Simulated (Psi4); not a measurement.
**U-wB97X/def2-TZVPP (core potential) run of InHCl (SMILES [Cl][InH])**

What is the vertical doublet–quartet gap of InHCl at U-wB97X/def2-TZVPP (core potential)? 

Program for the calculation: Psi4 1.11.

2 further runs of the same task are left out: 2 set aside as unsound or not needed.

## 1. The system as given

InHCl: 3 atoms, total charge 0, spin state doublet. SMILES: `[Cl][InH]`. The shape is that of a PBE0-D4/def2-TZVP optimisation.

Bond lengths: Cl1–In2 2.365 Å, In2–H3 1.773 Å. Angles: Cl1–In2–H3 115.3°.

## 2. The energy at U-wB97X/def2-TZVPP (core potential)

Input file run.py:

```python
import psi4

psi4.set_memory(2200000000)
psi4.set_num_threads(1)
psi4.set_output_file('psi4.out', False)

mol = psi4.geometry("""
0 2
Cl    -3.11767016     0.74984333    -1.63914844
In     0.77384285     1.02498745     0.54065064
H      2.32322930    -1.89709606     1.07355341
units bohr
symmetry c1
no_reorient
no_com
""")

psi4.set_options({
    'reference': 'uks',
    'puream': True,
    'e_convergence': 1e-09,
    'd_convergence': 1e-08,
    'scf_type': 'pk',
    'dft_radial_points': 99,
    'dft_spherical_points': 590,
    'maxiter': 100,
})

e, wfn = psi4.energy("wb97x/def2-TZVPP", return_wfn=True)
psi4.oeprop(wfn, "WIBERG_LOWDIN_INDICES", "MULLIKEN_CHARGES", "LOWDIN_CHARGES")
print(f'wb97x/def2-TZVPP energy: {e:.10f} Eh')
```

On the command line:

```bash
$ python run.py
```

psi4.out:

```text
[...]
    !!!  WARNING: ECP capability is in beta. Please check occupations closely.  !!!
[...]
  Running in c1 symmetry.
[...]
  Nuclear repulsion =   88.717601216330237
[...]
  Multiplicity = 2
[...]
  Nalpha       = 20
  Nbeta        = 19
[...]
    Number of basis functions: 106
[...]
   @UKS iter   1:  -650.89879609631771   -1.09008e+00   4.75793e-03 DIIS/ADIIS
[...]
   @UKS iter  14:  -650.99457835511475   -2.50111e-12   4.88408e-09 DIIS
[...]
   @S^2 Observed:                7.573378564E-01
[...]
    Orbital Energies [Eh]
    ---------------------
    Alpha Occupied:
       1A   -101.459940     2A     -9.509960     3A     -7.268021
       4A     -7.263621     5A     -7.263258     6A     -4.801215
       7A     -3.214852     8A     -3.208021     9A     -3.205030
      10A     -0.934131    11A     -0.902150    12A     -0.899383
      13A     -0.897092    14A     -0.894533    15A     -0.871461
      16A     -0.540334    17A     -0.440357    18A     -0.411744
      19A     -0.408997    20A     -0.304836
    Alpha Virtual:
      21A     -0.009905    22A      0.051329    23A      0.094730
      24A      0.123692    25A      0.135286    26A      0.157373
[...]
  @UKS Final Energy:  -650.99457835511475
   => Energetics <=
    Nuclear Repulsion Energy =             88.7176012163302374
    One-Electron Energy =               -1148.3202346593252514
    Two-Electron Energy =                 441.8774293289814068
    DFT Exchange-Correlation Energy =     -33.2693742411011186
    Empirical Dispersion Energy =           0.0000000000000000
    VV10 Nonlocal Energy =                  0.0000000000000000
    Total Energy =                       -650.9945783551147542
[...]
 Multipole Moments:
 ------------------------------------------------------------------------------------
     Multipole            Electronic (a.u.)      Nuclear  (a.u.)        Total (a.u.)
 ------------------------------------------------------------------------------------
 L = 1.  Multiply by 2.5417464519 to convert [e a0] to [Debye]
 Dipole X            :         35.3934010          -34.4264636            0.9669375
 Dipole Y            :        -32.1627199           32.3749770            0.2122571
 Dipole Z            :         15.9958284          -15.4383066            0.5575218
 Magnitude           :                                                    1.1361566
[...]
  Mulliken Charges: (a.u.)
   Center  Symbol    Alpha    Beta     Spin     Total
       1    CL     8.75034  8.64678  0.10356 -0.39712
       2    IN    10.55754  9.93730  0.62024  0.50516
       3     H     0.69212  0.41592  0.27621 -0.10804
   Total alpha = 20.00000, Total beta = 19.00000, Total charge =  0.00000
  Lowdin Charges: (a.u.)
   Center  Symbol    Alpha    Beta     Spin     Total
       1    CL     8.54582  8.44404  0.10178  0.01014
       2    IN    10.80171 10.06878  0.73293  0.12950
       3     H     0.65247  0.48718  0.16529 -0.13964
[...]
```

Standard output:

```text
wb97x/def2-TZVPP energy: -650.9945783551 Eh
```

It took 26 s on 1 thread of AMD EPYC 7R43 (Zen 3), shared host; peak memory 0.97 GiB.

## 3. The quartet: energy and gradient at U-wB97X/def2-TZVPP (core potential)

Input file job.py:

```python
import psi4

psi4.set_memory('2200 MB')
psi4.set_num_threads(1)
psi4.set_output_file('output.dat', False)

mol = psi4.geometry("""
0 4
Cl    -1.649800     0.396800    -0.867400
In     0.409500     0.542400     0.286100
H      1.229400    -1.003900     0.568100
symmetry c1
""")

options = {'basis': 'def2-TZVPP', 'reference': 'uks', 'puream': True, 'e_convergence': 1e-09, 'd_convergence': 1e-08, 'scf_type': 'pk', 'dft_radial_points': 99, 'dft_spherical_points': 590, 'maxiter': 100}
psi4.set_options(options)

E, wfn = psi4.gradient("wb97x", molecule=mol, return_wfn=True)
psi4.oeprop(wfn, "MULLIKEN_CHARGES", "QUADRUPOLE", "WIBERG_LOWDIN_INDICES", title="WB97X")
print('gradient / Eh bohr^-1')
print(E.np.round(6))
print(f'energy = {wfn.energy():.10f} Eh')
for k, v in sorted(psi4.core.scalar_variables().items()):
    print(f'{k:45s} {v:18.10f}')
```

On the command line:

```bash
$ python job.py
```

output.dat, cut to the lines that bear on the results:

```text
[...]
    !!!  WARNING: ECP capability is in beta. Please check occupations closely.  !!!
[...]
  Running in c1 symmetry.
[...]
  Nuclear repulsion =   88.717601164286492
[...]
  Multiplicity = 4
[...]
  Nalpha       = 21
  Nbeta        = 18
[...]
    Number of basis functions: 106
[...]
   @UKS iter   1:  -650.70490431787482   -9.09807e-01   4.47974e-03 DIIS/ADIIS
[...]
   @UKS iter  25:  -650.79361600824586   -3.47882e-11   4.81773e-09 DIIS
[...]
   @S^2 Observed:                3.768946668E+00
[...]
  @UKS Final Energy:  -650.79361600824586
   => Energetics <=
    Nuclear Repulsion Energy =             88.7176011642864921
    One-Electron Energy =               -1147.0830933628060393
    Two-Electron Energy =                 440.7852109219294903
    DFT Exchange-Correlation Energy =     -33.2133347316556637
    Empirical Dispersion Energy =           0.0000000000000000
    VV10 Nonlocal Energy =                  0.0000000000000000
    Total Energy =                       -650.7936160082457491
[...]
  -Total Gradient:
     Atom            X                  Y                   Z
    ------   -----------------  -----------------  -----------------
       1        0.019713293879     0.009675294836     0.000000031709
       2       -0.016535621752    -0.038641130700    -0.000000043111
       3       -0.003306344998     0.029393461883     0.000000012280
[...]
 Multipole Moments:
 ------------------------------------------------------------------------------------
     Multipole            Electronic (a.u.)      Nuclear  (a.u.)        Total (a.u.)
 ------------------------------------------------------------------------------------
 L = 1.  Multiply by 2.5417464519 to convert [e a0] to [Debye]
 Dipole X            :         34.5213726          -34.3160511            0.2053215
 Dipole Y            :          4.1422106           -4.3716373           -0.2294266
 Dipole Z            :         -0.0000002            0.0000000           -0.0000002
 Magnitude           :                                                    0.3078855
 L = 2.  Multiply by 1.3450342976 to convert [e a0^2] to [Debye ang]
 Quadrupole XX       :       -255.8103985          229.7932421          -26.0171564
 Quadrupole XY       :         -6.7668544            5.5405990           -1.2262554
[...]
  Mulliken Charges: (a.u.)
   Center  Symbol    Alpha    Beta     Spin     Total
[...]
```

On the terminal:

```text
gradient / Eh bohr^-1
[[ 0.019713  0.009675  0.      ]
 [-0.016536 -0.038641 -0.      ]
 [-0.003306  0.029393  0.      ]]
energy = -650.7936160082 Eh
CURRENT ENERGY                                   -650.7936160082
CURRENT REFERENCE ENERGY                         -650.7936160082
DD SOLVATION ENERGY                                 0.0000000000
DFT FUNCTIONAL TOTAL ENERGY                      -650.7936160082
DFT TOTAL ENERGY                                 -650.7936160082
DFT VV10 ENERGY                                     0.0000000000
DFT XC ENERGY                                     -33.2133347317
GRID ELECTRONS ALPHA                               21.0000000622
GRID ELECTRONS BETA                                18.0000000023
GRID ELECTRONS TOTAL                               39.0000000644
NUCLEAR REPULSION ENERGY                           88.7176011643
ONE-ELECTRON ENERGY                             -1147.0830933628
PCM POLARIZATION ENERGY                             0.0000000000
PE ENERGY                                           0.0000000000
SCF ITERATION ENERGY                             -650.7936160082
SCF ITERATIONS                                     25.0000000000
SCF TOTAL ENERGY                                 -650.7936160082
TWO-ELECTRON ENERGY                               440.7852109219
XC GRID RADIAL POINTS                              99.0000000000
XC GRID SPHERICAL POINTS                          590.0000000000
XC GRID TOTAL POINTS                           167965.0000000000
```

Wall time 60 s (1 thread of AMD EPYC 7R43 (Zen 3), shared host); peak memory 0.97 GiB.

## 4. Summary of results

Level: U-wB97X/def2-TZVPP (core potential).

| quantity | value |
| --- | --- |
| doublet: total energy | -650.99458 Eh |
| doublet: dipole moment | 2.89 D |
| doublet: HOMO energy (highest over α and β) | -8.30 eV |
| doublet: LUMO energy (lowest over α and β) | -2.12 eV |
| doublet: ⟨S²⟩ | 0.757 |
| quartet: total energy | -650.79362 Eh |
| quartet: dipole moment | 0.78 D |
| quartet: HOMO energy (highest over α and β) | -5.67 eV |
| quartet: ⟨S²⟩ | 3.769 |
| quartet: largest force on an atom | 2.161 eV/Å |
| vertical energy of the quartet above the doublet | 5.468 eV |

In words: At this shape the quartet lies 5.47 eV (126 kcal/mol) above the doublet.
